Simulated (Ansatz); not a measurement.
# C2H6FNSi: up Jacob's ladder to CCSD(T)

The task here is to estimate one member of a computed series from the others.

Computed with Ansatz 0.2.0, Gaussian basis. Level: functionals in def2-TZVPP, the program's frozen cores in correlated methods.

Levels to be run: LDA (SPW92), PBE-D4, revPBE-D4, BLYP-D4, r2SCAN-D4, B97M-V, PBE0-D4, B3LYP-D4, r2SCANh-D4, r2SCAN0-D4, HSE06-D4, BHLYP-D4, CAM-B3LYP-D4, LC-ωPBE, ωB97X-V, ωB97M-V, B2PLYP, PBE-QIDH; CCSD(T)/def2-SVP; CCSD(T)/def2-TZVPP; MP2/def2-QZVPP; extrapolation to the limit; RPA on PBE.

### Structure used throughout

An earlier PBE0-D4 in a triple-zeta def2 set relaxation fixed the geometry.

SMILES `CN(C)[Si]F`, 11 atoms, charge 0, spin multiplicity 1.

Atoms are counted from 1 here; the program's logs count them from 0.

Bond lengths: C1–N2 1.446 Å, C1–H6 1.094 Å, C1–H7 1.096 Å, C1–H8 1.096 Å, N2–C3 1.445 Å, N2–Si4 1.710 Å, C3–H9 1.097 Å, C3–H10 1.089 Å, C3–H11 1.097 Å, Si4–F5 1.626 Å. Angles: N2–C1–H6 110.1°, N2–C1–H7 111.2°, N2–C1–H8 111.2°, H6–C1–H7 108.1°, H6–C1–H8 108.1°, H7–C1–H8 108.0°, C1–N2–C3 113.8°, C1–N2–Si4 118.4°, C3–N2–Si4 127.8°, N2–C3–H9 110.8°, N2–C3–H10 110.2°, N2–C3–H11 110.8°, H9–C3–H10 108.7°, H9–C3–H11 107.6°, H10–C3–H11 108.7°, N2–Si4–F5 100.1°.

Set-up of the first run:

in.yaml

```yaml
crystal:
  periodic: [false, false, false]
  atoms:
    - {symbol: C, position_ang: [-0.641466, 0.674471, 1.040116]}
    - {symbol: N, position_ang: [0.015966, 0.299275, -0.191991]}
    - {symbol: C, position_ang: [0.399363, -1.092821, -0.247498]}
    - {symbol: Si, position_ang: [0.251151, 1.499197, -1.386869]}
    - {symbol: F, position_ang: [0.997924, 0.618108, -2.530831]}
    - {symbol: H, position_ang: [-0.904583, 1.736107, 1.017972]}
    - {symbol: H, position_ang: [0.009798, 0.502679, 1.905090]}
    - {symbol: H, position_ang: [-1.561984, 0.098166, 1.189645]}
    - {symbol: H, position_ang: [1.089231, -1.339170, 0.568477]}
    - {symbol: H, position_ang: [0.888640, -1.310473, -1.195632]}
    - {symbol: H, position_ang: [-0.478439, -1.742438, -0.147975]}
basis:
  gaussian: {orbitals: def2-TZVPP}
hamiltonian: {xc: lda}
output: {orbitals: {seedname: orbitals}}
```

The run is started by

```
ansatz run in.yaml --threads 4 --pin off --events-out ev --progress --plain --max-ram 10444MiB
```

Among the steps run: LDA; PBE-D4 (GGA); revPBE-D4 (GGA); BLYP-D4 (GGA); r2SCAN-D4 (meta-GGA); B97M-V (meta-GGA); B3LYP-D4 (hybrid); r2SCANh-D4 (hybrid); r2SCAN0-D4 (hybrid); HSE06-D4 (hybrid); BHLYP-D4 (hybrid); CAM-B3LYP-D4 (range-separated); LC-ωPBE (range-separated); ωB97X-V (range-separated); ωB97M-V (range-separated); B2PLYP (double hybrid); PBE-QIDH (double hybrid).

One of the session's tables, all rows but one given; the rest of the session is left out.

It belongs to the step «Orbital energies across the functionals». 

```
  functional  HOMO (eV)  gap (eV)
 LDA (SPW92)      -5.97      3.97
      PBE-D4      -5.86      4.01
   revPBE-D4      -5.81      4.02
     BLYP-D4          ?         ?
   r2SCAN-D4      -6.07      4.33
      B97M-V      -6.19      4.43
     PBE0-D4      -7.02      5.95
    B3LYP-D4      -6.83      5.57
  r2SCANh-D4      -6.50      5.06
  r2SCAN0-D4      -7.15      6.14
    HSE06-D4      -6.61      5.17
    BHLYP-D4      -8.07      7.86
CAM-B3LYP-D4      -8.36      8.35
     LC-ωPBE      -9.66     10.72
     ωB97X-V      -9.34     10.31
     ωB97M-V      -9.19     10.05
```

Q: Estimate the row for BLYP-D4 from the others.

Worked estimate for «HOMO (eV)». Against the share of exact exchange, B3LYP-D4 (0.2, -6.83), BHLYP-D4 (0.5, -8.07) give a slope of -4.13 per unit share; at 0 the line stands at -6.00.

As computed: HOMO (eV): -5.74; gap (eV): 4.02. In «HOMO (eV)» the line misses by -0.26.
